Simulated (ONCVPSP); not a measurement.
# Pseudopotential generation for Se: ONCV, LDA (Perdew-Wang 92)

Task: generate the file, and judge it by its errors in other configurations, its logarithmic derivatives, its ghosts and its cutoff.

The numbers are computed with ONCVPSP 4.0.1 (LDA (Perdew-Wang 92), scalar-relativistic, spin-unpolarised reference atom).

**1. The atom and the settings**

The settings as typed:

```
element                 : selenium (Se, Z = 34)
type                    : optimised norm-conserving Vanderbilt (ONCV)
frozen core             : [Ar] 3d10
valence charge          : 6
reference configuration : 4s1 4p5
partial waves           : 4s: rc 1.35 bohr, ncon 4, nbas 7, qcut 4.6 1/bohr, 2 projectors, debl 1 Ha; 4p: rc 1.95 bohr, ncon 4, nbas 7, qcut 3.5 1/bohr, 2 projectors, debl 0.7 Ha; d scattering state at 0.33 Ha: rc 1.55 bohr, ncon 5, nbas 8, qcut 6.9 1/bohr, 2 projectors, debl 1.7 Ha
local potential         : polynomial inside 1.20 bohr (lpopt 2, dvloc0 2 Ha)
core correction         : Teter function, fcfact 2.25, rcfact 1.5
```

The outer shells as boxes (Hund's rule for the drawing; the calculation is spin-unpolarised):

```
[Ar] core
3d [↑↓][↑↓][↑↓][↑↓][↑↓]
4s [↑ ]
4p [↑↓][↑↓][↑ ]
```

The nodes and maxima of the atom's own shells, from an earlier all-electron run, set the scale for the radii.

All-electron outer shells of the reference configuration (LDA (PZ), scalar-relativistic, ld1.x):

| shell | level (eV) | outermost node (bohr) | outermost maximum (bohr) |
| --- | --- | --- | --- |
| 3p | -154.30 | 0.21 | 0.50 |
| 3d | -54.96 | – | 0.45 |
| 4s | -18.32 | 0.70 | 1.49 |
| 4p | -7.27 | 0.74 | 1.77 |

**2. The generation run**

Input file Se.dat:

```
# ATOM AND REFERENCE CONFIGURATION
# atsym  z   nc   nv     iexc    psfile
  Se 34.00    6    2  -001012      upf
#
#   n    l    f
    1    0    2.00
    2    0    2.00
    2    1    6.00
    3    0    2.00
    3    1    6.00
    3    2   10.00
    4    0    1.00
    4    1    5.00
#
# PSEUDOPOTENTIAL AND OPTIMIZATION
# lmax
    2
#
#   l,   rc,      ep,       ncon, nbas, qcut
    0    1.35    0.00    4    7    4.60
    1    1.95    0.00    4    7    3.50
    2    1.55    0.33    5    8    6.90
#
# LOCAL POTENTIAL
# lloc, lpopt,  rc(5),   dvloc0
    4    2    1.20    2.00
#
# VANDERBILT-KLEINMAN-BYLANDER PROJECTORs
# l, nproj, debl
    0    2    1.00
    1    2    0.70
    2    2    1.70
#
# MODEL CORE CHARGE
# icmod, fcfact, rcfact
    3    2.25    1.50
#
# LOG DERIVATIVE ANALYSIS
# epsh1, epsh2, depsh
   -2.00    5.00    0.02
#
# OUTPUT GRID
# rlmax, drl
    6.00    0.01
#
# TEST CONFIGURATIONS
# ncnf
    4
# nvcnf
#   n    l    f
    2
    4    0    2.00
    4    1    4.00
#
    2
    4    0    2.00
    4    1    3.00
#
    2
    4    0    2.00
    4    1    2.00
#
    2
    4    0    0.00
    4    1    6.00
#
```

Command:

```
$ oncvpsp.x < Se.dat > Se.out
```

**Question.** What will these runs give? Wanted: cutoffs for 1 and 0.1 mHa per electron, occupied waves; bound ghosts; GHOST(+) flags; largest test error; largest phase difference near zero energy, channels read; rms error of d²Exc/dn², without and with the model core.

**Answer**, as computed:

| quantity | value |
| --- | --- |
| cutoffs for 1 and 0.1 mHa per electron, occupied waves | 12 Ha and 39 Ha |
| bound ghosts | d at -36.24 eV |
| GHOST(+) flags | s at 122 eV (1 near or above the test basis's cutoff) |
| largest test error (AE − PS) | -21 meV, for 4s2 4p2 |
| largest phase difference near zero energy, channels read | 0.007 rad |
| rms error of d²Exc/dn², without and with the model core | 7.47 and 2.25 mHa |

What this shows: It has a bound ghost (d), a state that the atom doesn't have, and that rules the file out. By total energies transferability is good: the largest error is 21 meV on 20.6 eV, for 4s2 4p2. Atomic tests can pass in spite of a ghost, since they solve only for the levels asked. It counts as soft on the atom at that tolerance, with 12 Ha needed at the looser tolerance. The tighter tolerance needs 39 Ha, and converged work needs a cutoff nearer that. At the looser tolerance the 4s wave is the slowest; 4p needs 8 Ha. That counts occupied waves only; other projectors can need more. Near zero energy the phases of the channels with partial waves agree within 0.007 rad. The program also flags highly localised states, GHOST(+) (s). These are tests on the free atom; a crystal test is still owed.
